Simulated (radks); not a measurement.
# S with its nuclear charge varied continuously

The task here is to estimate one member of a computed series from the others.

The numbers are computed with radks (a radial shooting solver on a logarithmic mesh, Libxc functionals) version 1 (non-relativistic Kohn-Sham, PBEsol, spin-polarised, spherical densities, point nucleus; open shells are filled with parallel spins first), except any that are marked as measured or tabulated.

### What is computed

- element: sulfur (Z = 16)
- charge: 0
- electrons: 16
- configuration: [Ne] 3s2 3p4

Outer shells as boxes (Hund's rule):

S
```
[Ne] core
3s [↑↓]
3p [↑↓][↑ ][↑ ]
```

Set-up of the first run:

Input:

```text
Z 16
configuration [Ne] 3s2 3p4
relativity non-relativistic
functional pbe_sol,pbe_sol
spin polarised
nucleus point
```

Among the steps run: Z = 16.

One of the session's tables, all rows but one given; the rest of the session is left out.

It belongs to the step «Z = 16». From the orbitals of this run (lengths in bohr):

```
  level     <r>  outermost maximum (interpolated)  90 % within  nodes
  2s up  0.4819                             0.391        0.755      1
2s down  0.4817                             0.391        0.754      1
  2p up  0.4437                             0.326        0.739      0
2p down       ?                                 ?            ?      ?
  3s up   1.696                              1.42         2.58      2
3s down   1.710                              1.42         2.61      2
  3p up   2.043                              1.60         3.23      1
3p down   2.116                              1.61         3.39      1
```

**Question.** Estimate the row for 2p down.

As computed: <r>: 0.4435; outermost maximum (interpolated): 0.327; 90 % within: 0.738; nodes: 0. In the column «<r>» it is the lowest.
